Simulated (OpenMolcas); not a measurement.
# GaSiH4OF (SMILES [F][GaH][O][SiH3]) at 6 levels

We compute a comparison of 6 runs (HF/STO-3G, HF/3-21G, BLYP/6-31G*, PBE/6-31G*, r2SCAN/6-31G*, CCSD(T)/6-31G*) of GaSiH4OF. 

Program for the calculation: OpenMolcas 26.06.

1 further run of the same task is left out (set aside as unsound or not needed).

**1. The system as given**

The species is GaSiH4OF (8 atoms), meant as a singlet with charge 0. As SMILES, `[F][GaH][O][SiH3]`. The shape is that of a PBE0-D4/def2-TZVP optimisation. This is one conformer, not always the lowest.

Bond lengths: F1–Ga2 1.751 Å, Ga2–O3 1.763 Å, O3–Si4 1.639 Å, Ga2–H5 1.537 Å, Si4–H6 1.485 Å, Si4–H7 1.487 Å, Si4–H8 1.487 Å. Angles: F1–Ga2–O3 113.0°, Ga2–O3–Si4 138.2°, F1–Ga2–H5 121.9°, O3–Ga2–H5 125.1°, O3–Si4–H6 108.0°, O3–Si4–H7 111.0°, O3–Si4–H8 111.0°, H6–Si4–H7 109.1°, H6–Si4–H8 109.1°, H7–Si4–H8 108.7°.

**2. Energy and gradient at HF/STO-3G (run 1)**

Input file mol.inp:

```
&GATEWAY
BASLIB
$CurrDir
COORD
8
angstrom
F        0.857100       1.472000       1.846200
Ga       1.323900       1.220200       0.177500
O        0.322200       0.024800      -0.644000
Si      -0.952800      -0.945800      -0.299100
H        2.493100       1.984200      -0.463100
H       -1.287500      -1.717200      -1.523200
H       -0.618600      -1.894300       0.796900
H       -2.137300      -0.143800       0.108800
BASIS
STO-3G
GROUP
NoSym
&SEWARD
&SCF
THRESHOLDS
1e-10 1e-07 1e-07 1e-05
PRORBITALS
0
&ALASKA
```

The basis set STO-3G is read from a file made from the Basis Set Exchange's data (not shown).

Started as:

```bash
$ export MOLCAS_MEM=1860
$ pymolcas mol.inp > mol.log
```

Log:

```text
--- Start Module: gateway ---
[...]
--- Stop Module: gateway /rc=_RC_ALL_IS_WELL_ ---
[...]
      Basis functions           41
[...]
--- Start Module: scf ---
[...]
       Convergence after  17 Iterations
[...]
::    Total SCF energy                              -2360.7334109008
[...]
      Total spin, S                                     0.0000000000
[...]
      Total electronic charge=   66.000000
      Total            charge=   -0.000000
[...]
      Dipole Moment (debye):
      Origin of the operator (angstrom)=    0.6214    0.6196    0.2027
                   X=  1.0773E-01               Y= -8.6872E-02               Z= -4.6101E-01           Total=  4.8134E-01
      Quadrupole Moment (debye*angstrom):
[...]
--- Stop Module: scf /rc=_RC_ALL_IS_WELL_ ---
--- Start Module: alaska ---
[...]
 *              Molecular gradients               *
 **************************************************
  Irreducible representation: a
 ------------------------------------------------------------------------------------------
                              X                       Y                       Z
 ------------------------------------------------------------------------------------------
  F1               -1.32257740692578E-02    1.13809604385411E-02    5.80654256533997E-02
  GA2               2.67643060534155E-02    3.16521920721087E-02    2.11269336800726E-02
  O3               -6.25973046683765E-02   -7.34286501691788E-02   -4.81216071000823E-02
  SI4               2.60141615826619E-02    1.88651847174235E-02   -9.32757194539446E-03
  H5                4.64108304259847E-02    2.96710696842872E-02   -2.70907978809403E-02
  H6               -6.59192202586101E-03   -1.61194766078498E-02   -2.64928701735974E-02
  H7                7.93531673769088E-03   -1.98262389372053E-02    2.33167089458037E-02
  H8               -2.47096140362579E-02    1.78049588019382E-02    8.52377882068378E-03
[...]
--- Stop Module: alaska /rc=_RC_ALL_IS_WELL_ ---
[...]
```

It took 3.3 s on 1 thread of AMD EPYC 7R43 (Zen 3), shared host; peak memory 0.38 GiB.

**3. Energy and forces at HF/3-21G (run 2)**

Input file struct.xyz:

```xyz
8

F      0.857100     1.472000     1.846200
Ga     1.323900     1.220200     0.177500
O      0.322200     0.024800    -0.644000
Si    -0.952800    -0.945800    -0.299100
H      2.493100     1.984200    -0.463100
H     -1.287500    -1.717200    -1.523200
H     -0.618600    -1.894300     0.796900
H     -2.137300    -0.143800     0.108800
```

Input file run.input:

```
* FGaH4OSi Hartree-Fock
>>> EXPORT MOLCAS_PRINT=2

&GATEWAY
 BASLIB = $CurrDir
 COORD = struct.xyz
 BASIS = 3-21G
 GROUP = NoSym

&SEWARD

&SCF
 THRESHOLDS = 1e-10 1e-07 1e-07 1e-05
 PRORBITALS = 1 2

&ALASKA
```

The basis set 3-21G is read from a file made from the Basis Set Exchange's data (not shown).

Started as:

```bash
$ export MOLCAS_MEM=1860
$ pymolcas run.input > run.log
```

Log:

```text
--- Start Module: gateway ---
[...]
--- Stop Module: gateway /rc=_RC_ALL_IS_WELL_ ---
[...]
      Basis functions           61
[...]
--- Start Module: scf ---
[...]
       Convergence after  12 Iterations
[...]
::    Total SCF energy                              -2377.0464505315
[...]
      Total spin, S                                     0.0000000000
[...]
      Total electronic charge=   66.000000
      Total            charge=   -0.000000
[...]
      Dipole Moment (debye):
      Origin of the operator (angstrom)=    0.6214    0.6196    0.2027
                   X=  8.9950E-01               Y=  3.6331E-01               Z= -1.0695E+00           Total=  1.4439E+00
      Quadrupole Moment (debye*angstrom):
[...]
--- Stop Module: scf /rc=_RC_ALL_IS_WELL_ ---
[...]
--- Start Module: alaska ---
[...]
 *              Molecular gradients               *
 **************************************************
  Irreducible representation: a
 ------------------------------------------------------------------------------------------
                              X                       Y                       Z
 ------------------------------------------------------------------------------------------
  F1               -8.26031513001180E-03    5.08265940968933E-03    3.11427077406350E-02
  GA2               2.20705713169025E-02    1.48840388770850E-02   -1.10777237116899E-02
  O3               -3.02363482006607E-02   -3.58381267161221E-02   -2.41499303481980E-02
  SI4               1.31623285096865E-02    1.43548778713800E-02    7.40309645114445E-03
  H5               -2.30336889227889E-03   -1.94318371224611E-03    1.77459115807910E-04
  H6                2.80043199841207E-03    1.59197329562799E-03   -2.14219195351140E-03
  H7                1.63824298682971E-03    6.43283847777454E-04   -5.61588324787810E-04
  H8                1.12845741105883E-03    1.22447712672558E-03   -7.91828969338049E-04
[...]
--- Stop Module: alaska /rc=_RC_ALL_IS_WELL_ ---
[...]
```

It took 3.9 s on 1 thread of AMD EPYC 7R43 (Zen 3), shared host; peak memory 0.4 GiB.

Runs 3 to 5 aren't shown in full; the table further down has their settings and results.

**4. The energy at CCSD(T)/6-31G(d) (spherical functions) (run 6)**

Input file mol.inp:

```
* FGaH4OSi CCSD(T)

&GATEWAY
  BasLib=$CurrDir
  Coord
  8
  angstrom
  F        0.857100       1.472000       1.846200
  Ga       1.323900       1.220200       0.177500
  O        0.322200       0.024800      -0.644000
  Si      -0.952800      -0.945800      -0.299100
  H        2.493100       1.984200      -0.463100
  H       -1.287500      -1.717200      -1.523200
  H       -0.618600      -1.894300       0.796900
  H       -2.137300      -0.143800       0.108800
  Basis=6-31Gs
  Group=NoSym

&SEWARD

&SCF
  Thresholds=1e-10 1e-07 1e-07 1e-05
  PrOrbitals=0

&RASSCF
  FileOrb=$Project.ScfOrb
  Spin=1
  Nactel=0 0 0
  Inactive=33
  Ras2=0
  OutOrbitals=Canonical
  OrbListing=Nothing

&MOTRA
  JobIph
  Frozen=16

&CCSDT
  CCT
  Triples=2
  Iterations=80
  Accuracy=1e-08
  Extrapolation=5 4
```

The basis set 6-31G* is read from a file made from the Basis Set Exchange's data (not shown).

Started as:

```bash
$ export MOLCAS_MEM=1860
$ pymolcas mol.inp > mol.log
```

Log:

```text
--- Start Module: gateway ---
[...]
--- Stop Module: gateway /rc=_RC_ALL_IS_WELL_ ---
[...]
      Basis functions           86
[...]
       Convergence after  14 Iterations
[...]
::    Total SCF energy                              -2388.6109448981
[...]
      Total spin, S                                     0.0000000000
[...]
      Number of active orbitals                  0
[...]
      Spin quantum number                      0.0
[...]
      Active orbitals                            0
[...]
      Number of CSFs                             1
[...]
      Number of root(s) required                 1
[...]
      Convergence after  4 iterations
[...]
      Natural orbitals and occupation numbers for root  1
      ************************************************************************************************************************
      *                                                    Final results                                                     *
      ************************************************************************************************************************
[...]
::    RASSCF root number  1 Total energy:  -2388.61094490
[...]
      Total electronic charge=   66.000000
      Total            charge=   -0.000000
[...]
      Dipole Moment (debye):
      Origin of the operator (angstrom)=    0.6214    0.6196    0.2027
                   X=  1.1808E+00               Y=  5.2490E-01               Z= -1.2781E+00           Total=  1.8175E+00
      Quadrupole Moment (debye*angstrom):
[...]
--- Start Module: motra ---
[...]
      *** WARNING: Default frozen orbitals is overwritten by user input.
      *** Default values:  18
[...]
--- Stop Module: motra /rc=_RC_ALL_IS_WELL_ ---
[...]
--- Start Module: ccsdt ---
[...]
      Convergence after                    18  Iterations
      Total energy (diff) :   -2389.28438237       0.00000000
[...]
 METHOD                       : CCSD+T(CCSD)+<T3(1)WT1> = CCSD(T)
[...]
       CCSD     =     -2389.2843823696630
[...]
--- Stop Module: ccsdt /rc=_RC_ALL_IS_WELL_ ---
[...]
```

Run time: 1.9 min. Hardware: 1 thread of AMD EPYC 7R43 (Zen 3), shared host; peak memory 0.47 GiB.

**5. All runs side by side**

```
run                                 level  integration grid      task   energy (Eh)  dipole moment (D) of the reference  HOMO energy (eV)  LUMO energy (eV)  wall time
  1                             HF/STO-3G                 –  gradient  -2360.733411                                0.48             -7.36              5.86      3.3 s
  2                              HF/3-21G                 –  gradient  -2377.046451                                1.44            -12.02              1.76      3.9 s
  3     BLYP/6-31G* (spherical functions)         UltraFine  gradient  -2391.636634                                1.42             -7.11             -1.79       63 s
  4      PBE/6-31G* (spherical functions)         UltraFine  gradient  -2390.973354                                1.44             -7.23             -1.84       58 s
  5   r2SCAN/6-31G* (spherical functions)         UltraFine  gradient  -2391.482869                                1.58             -7.62             -1.57       74 s
  6  CCSD(T)/6-31G* (spherical functions)                 –    energy  -2389.298387                                1.82            -12.27              1.53    1.9 min
```

**6. What came out**

```
                                           quantity           value
                                run 6: total energy  -2389.29839 Eh
          run 6: dipole moment (mean-field density)          1.82 D
         run 6: HOMO energy (Hartree–Fock orbitals)       -12.27 eV
         run 6: LUMO energy (Hartree–Fock orbitals)         1.53 eV
       run 6: HOMO–LUMO gap (Hartree–Fock orbitals)        13.80 eV
run 6: correlation energy (16 core orbitals frozen)      -687.4 mEh
                              run 6: (T) correction      -14.00 mEh
```

Over runs 1, 2, 3, 4, 5 the dipole moment (its size) runs from 0.48 D (HF/STO-3G) to 1.58 D (r2SCAN/6-31G*). The two ends differ in method and basis. Over runs 1, 2, 3, 4, 5 the HOMO–LUMO gap runs from 5.32 eV (BLYP/6-31G*) to 13.78 eV (HF/3-21G). Totals of different functionals can't be ranked against each other. In run 1 the basis is minimal, so the values are rough. All runs together took 5.2 min, the longest 1.9 min.
